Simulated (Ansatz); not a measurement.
A nudged elastic band was laid between two geometries of a periodic cell of 63 atoms, BC$_{62}$ (host C, host structure diamond, dopant B, one C atom removed), cell charge +2.

Theory: Ansatz 0.2.0, DFT PBE, scalar-relativistic, plane waves, PAW. Settings: PAW set soft_1, cutoff 420 eV, k mesh 2x2x2, fermi-dirac smearing 0.02 eV, spin collinear.

```json
{
 "movable images": "5",
 "climbing image": "yes",
 "spring": "5.0 eV/Å²",
 "optimiser": "quadratic models (default)",
 "start path": "IDPP",
 "force threshold": "0.03 eV/Å",
 "iteration limit": "17",
 "end points": "relaxed"
}
```

Image 0:

```xyz
63
Lattice="7.1400 0.0000 0.0000 0.0000 7.1400 0.0000 0.0000 0.0000 7.1400" Properties=species:S:1:pos:R:3
C 3.573 -0.007 0.007
C 4.456 0.885 0.890
C 5.343 1.776 0.002
C 6.230 2.635 0.904
C 5.352 -0.006 1.782
C 6.244 0.885 2.678
C -0.001 -0.004 -0.004
C 0.881 0.902 0.881
C 1.853 1.713 0.072
C 2.663 2.685 0.881
C 3.570 3.568 -0.004
C 4.459 4.460 0.889
C 5.352 5.355 -0.006
C 6.246 6.246 0.888
C 1.791 -0.007 1.789
C 2.672 0.893 2.680
C 3.574 1.774 1.788
C 4.454 2.676 2.680
C 5.352 3.566 1.783
C 6.246 4.460 2.675
C 3.568 -0.001 3.567
C 4.454 0.893 4.462
C 5.347 1.774 3.561
C 6.253 2.685 4.472
C 5.346 -0.008 5.343
C 6.253 0.903 6.254
B -0.067 3.634 0.062
C 0.929 4.475 0.904
C 1.791 5.363 0.002
C 2.680 6.249 0.890
C -0.007 1.777 1.791
C 0.887 2.678 2.674
C 1.791 3.574 1.792
C 2.680 4.461 2.678
C 3.573 5.354 1.783
C 4.461 6.245 2.674
C -0.012 -0.007 3.562
C 0.889 0.907 4.476
C 1.778 1.789 3.568
C 2.659 2.675 4.476
C 3.573 3.579 3.562
C 4.456 4.461 4.454
C 5.352 5.354 3.562
C 6.244 6.249 4.454
C 1.778 0.000 5.357
C 2.659 0.907 6.244
C 3.567 1.789 5.357
C 4.460 2.678 6.247
C 5.343 3.574 5.344
C 6.230 4.475 6.204
C 0.001 5.355 1.783
C 0.889 6.251 2.680
C -0.001 3.568 3.564
C 0.881 4.453 4.471
C 1.791 5.360 3.561
C 2.672 6.251 4.462
C -0.078 1.712 5.281
C 1.853 3.644 5.281
C 2.663 4.453 6.254
C 3.574 5.360 5.343
C 4.454 6.251 6.245
C -0.007 5.363 5.345
C 0.887 6.245 6.247
```

Image 6:

```xyz
63
Lattice="7.1400 0.0000 0.0000 0.0000 7.1400 0.0000 0.0000 0.0000 7.1400" Properties=species:S:1:pos:R:3
C 3.574 -0.004 0.001
C 4.456 0.887 0.902
C 5.365 1.794 -0.008
C 6.176 2.603 0.964
C 5.356 -0.004 1.784
C 6.238 0.887 2.684
C 0.001 0.002 -0.001
C 0.896 0.884 0.901
C 1.799 1.771 0.041
C 2.686 2.674 0.901
C 3.568 3.569 -0.001
C 4.463 4.458 0.888
C 5.370 5.340 0.001
C 6.252 6.247 0.888
C 1.784 -0.003 1.792
C 2.677 0.893 2.683
C 3.573 1.786 1.792
C 4.456 2.668 2.684
C 5.370 3.571 1.770
C 6.252 4.458 2.677
C 3.568 0.002 3.572
C 4.457 0.893 4.463
C 5.348 1.786 3.567
C 6.239 2.674 4.454
C 5.348 -0.003 5.356
C 6.239 0.884 6.244
B 0.957 2.613 -0.957
C 0.967 4.534 0.964
C 1.776 5.345 -0.008
C 2.683 6.254 0.902
C 0.008 1.794 1.775
C 0.891 2.679 2.681
C 1.776 3.562 1.775
C 2.683 4.472 2.684
C 3.574 5.354 1.784
C 4.462 6.248 2.678
C -0.001 -0.004 3.566
C 0.889 0.892 4.462
C 1.783 1.787 3.571
C 2.678 2.681 4.462
C 3.574 3.571 3.566
C 4.456 4.472 4.457
C 5.356 5.354 3.566
C 6.238 6.254 4.457
C 1.783 0.001 5.357
C 2.678 0.892 6.251
C 3.569 1.787 5.357
C 4.459 2.679 6.249
C 5.365 3.562 5.364
C 6.176 4.534 6.173
C -0.001 5.340 1.770
C 0.902 6.254 2.684
C 0.001 3.569 3.572
C 0.896 4.471 4.454
C 1.784 5.362 3.567
C 2.677 6.253 4.463
C -0.041 1.771 5.341
C 1.799 3.611 5.341
C 2.686 4.471 6.244
C 3.573 5.362 5.356
C 4.456 6.254 6.238
C 0.008 5.345 5.364
C 0.891 6.251 6.249
```

Q: Which bonds break or form, and what moves?

A: Contacts lost: C4–B27, B27–C28, B27–C50. Contacts made: C9–B27, B27–C57, B27–C58. The atom that moves furthest is B27, by 1.77 Å; four of its nearest neighbours are C28 1.55, C50 1.55, C4 1.55, C19 2.43 Å at the first end and C9 1.55, C58 1.55, C57 1.55, C38 2.43 Å at the last.

Q: What energy profile does the band end with?

A: The forces met the threshold. The highest image is number 3 of 0 to 6, 1.59 eV above the ends, which have the same energy within 2 meV. The order of the stationary point at the top wasn't checked. Limits of this set-up: coarse k mesh, charged cell in a uniform background, uncorrected.

```json
{"image": "0", "path coordinate (Å)": "0.00", "energy (eV)": "0.00", "C4–B27 (Å)": "1.55", "B27–C28 (Å)": "1.55", "B27–C50 (Å)": "1.55"}
{"image": "1", "path coordinate (Å)": "0.31", "energy (eV)": "0.32", "C4–B27 (Å)": "1.62", "B27–C28 (Å)": "1.62", "B27–C50 (Å)": "1.62"}
{"image": "2", "path coordinate (Å)": "0.62", "energy (eV)": "1.10", "C4–B27 (Å)": "1.75", "B27–C28 (Å)": "1.75", "B27–C50 (Å)": "1.75"}
{"image": "3", "path coordinate (Å)": "0.94", "energy (eV)": "1.59", "C4–B27 (Å)": "1.96", "B27–C28 (Å)": "1.96", "B27–C50 (Å)": "1.95"}
{"image": "4", "path coordinate (Å)": "1.25", "energy (eV)": "1.10", "C4–B27 (Å)": "2.20", "B27–C28 (Å)": "2.20", "B27–C50 (Å)": "2.20"}
{"image": "5", "path coordinate (Å)": "1.56", "energy (eV)": "0.32", "C4–B27 (Å)": "2.47", "B27–C28 (Å)": "2.47", "B27–C50 (Å)": "2.46"}
{"image": "6", "path coordinate (Å)": "1.87", "energy (eV)": "0.00", "C4–B27 (Å)": "2.72", "B27–C28 (Å)": "2.72", "B27–C50 (Å)": "2.72"}
```

Q: What is the geometry of the highest image?

A: 
```xyz
63
Lattice="7.1400 0.0000 0.0000 0.0000 7.1400 0.0000 0.0000 0.0000 7.1400" Properties=species:S:1:pos:R:3:forces:R:3
C 3.568 0.000 0.006 0.00 0.00 0.00
C 4.456 0.884 0.897 0.00 0.00 0.00
C 5.347 1.769 -0.008 0.00 0.00 0.00
C 6.252 2.600 0.885 0.00 0.00 0.00
C 5.357 -0.014 1.780 0.00 0.00 0.00
C 6.240 0.884 2.682 0.00 0.00 0.00
C -0.002 -0.004 -0.001 0.00 0.00 0.00
C 0.884 0.886 0.907 0.00 0.00 -0.01
C 1.776 1.792 0.076 0.01 -0.01 0.00
C 2.682 2.684 0.907 0.00 0.00 -0.01
C 3.572 3.569 -0.001 0.00 0.00 0.00
C 4.477 4.450 0.879 0.00 0.00 0.00
C 5.391 5.317 -0.013 0.00 0.00 -0.01
C 6.258 6.231 0.879 0.00 0.00 0.00
C 1.789 -0.006 1.792 0.00 0.00 0.00
C 2.672 0.896 2.691 0.00 0.00 0.00
C 3.574 1.779 1.792 0.00 0.00 0.00
C 4.461 2.670 2.676 0.00 0.00 0.00
C 5.391 3.558 1.746 0.00 -0.01 0.00
C 6.258 4.450 2.660 0.00 0.00 0.00
C 3.564 0.004 3.573 0.00 0.00 0.00
C 4.447 0.896 4.465 0.00 0.00 0.00
C 5.346 1.779 3.564 0.00 0.00 0.00
C 6.230 2.684 4.455 0.00 0.00 0.00
C 5.346 -0.006 5.348 0.00 0.00 0.00
C 6.230 0.886 6.253 0.00 0.00 0.00
B 0.444 3.124 -0.448 0.01 0.00 0.01
C 0.968 4.455 0.885 0.00 0.00 0.00
C 1.799 5.361 -0.008 0.00 0.00 0.00
C 2.683 6.252 0.897 0.00 0.00 0.00
C 0.005 1.769 1.790 0.00 0.00 0.00
C 0.891 2.677 2.680 0.00 0.00 0.00
C 1.799 3.563 1.790 -0.01 0.00 0.00
C 2.684 4.468 2.682 0.00 0.00 0.00
C 3.582 5.351 1.780 0.00 0.00 0.00
C 4.465 6.243 2.672 0.00 0.00 0.00
C -0.009 0.000 3.569 0.00 0.00 0.00
C 0.879 0.930 4.499 -0.01 0.00 0.00
C 1.771 1.797 3.585 0.00 0.00 0.00
C 2.638 2.689 4.499 0.00 0.01 0.00
C 3.568 3.577 3.569 0.00 0.00 0.00
C 4.456 4.468 4.454 0.00 0.00 0.00
C 5.357 5.351 3.555 0.00 0.00 0.00
C 6.240 6.252 4.454 0.00 0.00 0.00
C 1.771 0.016 5.366 0.00 0.00 0.00
C 2.638 0.930 6.258 0.00 0.00 0.01
C 3.552 1.797 5.366 0.00 0.00 0.00
C 4.457 2.677 6.247 0.00 0.00 0.00
C 5.347 3.563 5.339 0.00 0.00 0.00
C 6.252 4.455 6.169 0.00 0.00 0.01
C 0.010 5.317 1.746 0.01 0.00 0.00
C 0.898 6.247 2.676 0.00 0.00 0.00
C -0.002 3.569 3.565 0.00 0.00 0.00
C 0.884 4.478 4.455 0.00 0.00 0.00
C 1.789 5.362 3.564 0.00 0.00 0.00
C 2.672 6.261 4.465 0.00 0.00 0.00
C -0.079 1.791 5.361 0.01 0.00 0.00
C 1.777 3.647 5.361 0.00 -0.01 0.00
C 2.682 4.478 6.253 0.00 0.00 0.00
C 3.573 5.362 5.348 0.00 0.00 0.00
C 4.461 6.247 6.239 0.00 0.00 0.00
C 0.005 5.361 5.339 0.00 0.00 0.00
C 0.891 6.251 6.247 0.00 0.00 0.00
```

Run time: 8.7 min on 4 threads of Arm Neoverse V2, with other jobs on the host, peak memory 4.8 GiB.
